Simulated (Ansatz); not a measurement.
# TlCrSe2: energy against volume

Aim, for TlCrSe2: follow the energy without spin against volume.

Program: Ansatz 0.2.0. Level of theory: DFT PBEsol, scalar-relativistic, plane waves, PAW. These are calculated values, not measurements.

1 further run of the same task is left out (it didn't finish).

### 1 The system as given

The structure is trigonal, space group R-3m (No. 166). The conventional cell has a = 3.589 Å, b = 3.589 Å, c = 27.670 Å, α = 90.00°, β = 90.00°, γ = 120.00°. Around Cr (site symmetry -3m) lie 6 Se at 2.51 Å. Tl (site symmetry -3m) is surrounded by 2 Se at 3.19 Å and 6 Tl at 3.59 Å. Se (site symmetry 3m) is surrounded by 3 Cr at 2.51 Å and 1 Tl at 3.19 Å.

Structure file:

```
Cr Tl Se
1.0
     1.79447    1.03604    9.22341
    -1.79447    1.03604    9.22341
     0.00000   -2.07208    9.22341
Cr Tl Se
1 1 2
Direct
  0.00000 0.00000 0.00000
  0.50000 0.50000 0.50000
  0.38463 0.38463 0.38463
  0.61537 0.61537 0.61537
```

Source of the structure: the Materials Project (structure only). It is taken as it stands there.

### 2 The base run, which the others are set against

Contents of input.yaml:

```yaml
crystal:
  lattice:
    - [1.794473128, 1.0360395435, 9.223412]
    - [-1.794473128, 1.0360395435, 9.223412]
    - [0.0, -2.072079087, 9.223412]
  atoms:
    - { symbol: Cr, position: [0.0, 0.0, 0.0], spin: 2.9 }
    - { symbol: Tl, position: [0.5, 0.5, 0.5] }
    - { symbol: Se, position: [0.38463233, 0.38463233, 0.38463233], spin: -0.14 }
    - { symbol: Se, position: [0.61536767, 0.61536767, 0.61536767], spin: -0.14 }
basis:
  ecutwfc: 420
kpoints:
  mp_grid: { grid: [12, 12, 12] }
hamiltonian:
  xc: pbesol
scf:
  occupations: { method: gaussian, width: 0.1 }
output:
  forces: true
  stress: true
  eigenvalues: true
  populations: true
  write_density: true
  write_potential: true
  elf: true
  volumetric_format: npy
magnetization:
  spin_polarized: true
```

It was run beforehand and gave: -6373.6597 eV/atom at zero smearing, pressure -3.39 GPa, largest force 0.264 eV/Å, no gap on the mesh, site moments Cr +2.62, Se -0.14 (×2) μB, in 14 SCF cycles and 2.1 min.

### 3 V/V0 = 0.8, start: no spin polarisation

Contents of input.yaml:

```yaml
crystal:
  lattice:
    - [1.6658412866, 0.9617739153, 8.5622572294]
    - [-1.6658412866, 0.9617739153, 8.5622572294]
    - [0.0, -1.9235478305, 8.5622572294]
  atoms:
    - { symbol: Cr, position: [0.0, 0.0, 0.0] }
    - { symbol: Tl, position: [0.5, 0.5, 0.5] }
    - { symbol: Se, position: [0.38463233, 0.38463233, 0.38463233] }
    - { symbol: Se, position: [0.61536767, 0.61536767, 0.61536767] }
basis:
  ecutwfc: 420
kpoints:
  mp_grid: { grid: [12, 12, 12] }
hamiltonian:
  xc: pbesol
scf:
  occupations: { method: gaussian, width: 0.1 }
  lower_state_search: "off"
output:
  forces: true
  stress: true
  eigenvalues: true
```

Launch:

```console
$ ansatz run input.yaml --threads 1 --pin off --max-ram 2560MiB --backend cpu --events-out ev --progress --plain --runs-dir out
```

### 4 V/V0 = 0.86, start: no spin polarisation

Changes to input.yaml since step 3:

```diff
@@ -2,5 +2,5 @@
   lattice:
-    - [1.6658412866, 0.9617739153, 8.5622572294]
-    - [-1.6658412866, 0.9617739153, 8.5622572294]
-    - [0.0, -1.9235478305, 8.5622572294]
+    - [1.7064874929, 0.9852410134, 8.7711746555]
+    - [-1.7064874929, 0.9852410134, 8.7711746555]
+    - [0.0, -1.9704820268, 8.7711746555]
   atoms:
```

### 5 V/V0 = 0.92, start: no spin polarisation

Changes to input.yaml since step 4:

```diff
@@ -2,5 +2,5 @@
   lattice:
-    - [1.7064874929, 0.9852410134, 8.7711746555]
-    - [-1.7064874929, 0.9852410134, 8.7711746555]
-    - [0.0, -1.9704820268, 8.7711746555]
+    - [1.7452845132, 1.0076404835, 8.9705874508]
+    - [-1.7452845132, 1.0076404835, 8.9705874508]
+    - [0.0, -2.0152809671, 8.9705874508]
   atoms:
@@ -23 +23,5 @@
   eigenvalues: true
+  write_density: true
+  write_potential: true
+  elf: true
+  volumetric_format: npy
```

### 6 V/V0 = 0.96, start: no spin polarisation

Changes to input.yaml since step 5:

```diff
@@ -2,5 +2,5 @@
   lattice:
-    - [1.7452845132, 1.0076404835, 8.9705874508]
-    - [-1.7452845132, 1.0076404835, 8.9705874508]
-    - [0.0, -2.0152809671, 8.9705874508]
+    - [1.7702205181, 1.0220372927, 9.0987560164]
+    - [-1.7702205181, 1.0220372927, 9.0987560164]
+    - [0.0, -2.0440745853, 9.0987560164]
   atoms:
@@ -23,5 +23 @@
   eigenvalues: true
-  write_density: true
-  write_potential: true
-  elf: true
-  volumetric_format: npy
```

### 7 V/V0 = 1.04, start: no spin polarisation

Changes to input.yaml since step 6:

```diff
@@ -2,5 +2,5 @@
   lattice:
-    - [1.7702205181, 1.0220372927, 9.0987560164]
-    - [-1.7702205181, 1.0220372927, 9.0987560164]
-    - [0.0, -2.0440745853, 9.0987560164]
+    - [1.8180873245, 1.0496732062, 9.3447866031]
+    - [-1.8180873245, 1.0496732062, 9.3447866031]
+    - [0.0, -2.0993464125, 9.3447866031]
   atoms:
```

### 8 V/V0 = 1.1, start: no spin polarisation

Changes to input.yaml since step 7:

```diff
@@ -2,5 +2,5 @@
   lattice:
-    - [1.8180873245, 1.0496732062, 9.3447866031]
-    - [-1.8180873245, 1.0496732062, 9.3447866031]
-    - [0.0, -2.0993464125, 9.3447866031]
+    - [1.8523989278, 1.0694830196, 9.5211448043]
+    - [-1.8523989278, 1.0694830196, 9.5211448043]
+    - [0.0, -2.1389660392, 9.5211448043]
   atoms:
@@ -23 +23,5 @@
   eigenvalues: true
+  write_density: true
+  write_potential: true
+  elf: true
+  volumetric_format: npy
```

### 9 V/V0 = 1.18, start: no spin polarisation

Changes to input.yaml since step 8:

```diff
@@ -2,5 +2,5 @@
   lattice:
-    - [1.8523989278, 1.0694830196, 9.5211448043]
-    - [-1.8523989278, 1.0694830196, 9.5211448043]
-    - [0.0, -2.1389660392, 9.5211448043]
+    - [1.8962588833, 1.0948055767, 9.7465805793]
+    - [-1.8962588833, 1.0948055767, 9.7465805793]
+    - [0.0, -2.1896111535, 9.7465805793]
   atoms:
```

(Steps that only read results are left out.)

Q: Predict the outcome of the series: the values and the trend.

**Answer**, as computed:

| quantity | value |
| --- | --- |
| lowest point, start “no spin polarisation” | V/V0 = 0.86 |

**Reading.** For the start “no spin polarisation” the lowest point lies at V/V0 = 0.86. The pressure passes through zero near V/V0 = 0.880, about 22.62 Å³/atom. The base cell is magnetic, so this curve without spin is not the ground state's. Spin-orbit coupling is left out for Tl. The final runs have no spin polarisation, so no magnetic state was tried and one may lie lower.
